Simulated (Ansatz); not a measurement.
**Sn3Se in Ansatz: convergence with k mesh**

The system is Sn3Se.

```
Sn Se
1.0
     4.74188    0.00000    0.00000
     0.00000    4.74188    0.00000
     0.00000    0.00000    4.74188
Sn Se
3 1
Direct
  0.50000 0.50000 0.00000
  0.50000 0.00000 0.50000
  0.00000 0.50000 0.50000
  0.00000 0.00000 0.00000
```

The cell comes from a database or a generator and needn't be the stable form of this composition.

| Quantity | Value |
| --- | --- |
| Program | Ansatz 0.2.0 |
| Task | convergence study |
| Functional | PBE |
| Potentials or basis | Ansatz NC |
| Cutoff | 1170 eV (not typed: the program's choice for these potentials) |
| k mesh | 2 × 2 × 2 |
| Occupations | fermi-dirac, width 0.1 eV |
| Spin | no spin polarisation |

These are the settings of the first run; the series varies k mesh, with any setting tied to it.

Hardware: 2 threads of Arm Neoverse V2, with other jobs on the host.

Question: The values tried are 2 × 2 × 2, 3 × 3 × 3, 4 × 4 × 4, 5 × 5 × 5, 7 × 7 × 7, 8 × 8 × 8, 9 × 9 × 9, loosest first. From which on does the pressure stay within 0.1 GPa of the tightest run that finished?

Answer: From 8 × 8 × 8 on.

| k mesh | energy less the tightest run, at zero smearing (meV/atom) | pressure (GPa) | SCF cycles | CPU time (s) | peak memory (GiB) |
| --- | --- | --- | --- | --- | --- |
| 2 × 2 × 2 | 9.71 | -0.10 | 8 | 4.4 | 0.5 |
| 3 × 3 × 3 | 26.27 | 0.16 | 9 | 5 | 0.51 |
| 4 × 4 × 4 | -14.47 | 0.19 | 8 | 13 | 0.54 |
| 5 × 5 × 5 | -0.23 | 0.48 | 8 | 11 | 0.55 |
| 7 × 7 × 7 | -4.80 | 0.12 | 8 | 25 | 0.63 |
| 8 × 8 × 8 | 3.89 | 0.22 | 8 | 44 | 0.73 |
| 9 × 9 × 9 | 0.00 | 0.22 | 8 | 36 | 0.73 |

Not settled before the last step: the energy (to 1 meV/atom). Meshes of other sizes hit other points, so gaps and Fermi surfaces needn't settle smoothly. The tightest run that finished is the yardstick and may itself not be fully converged.
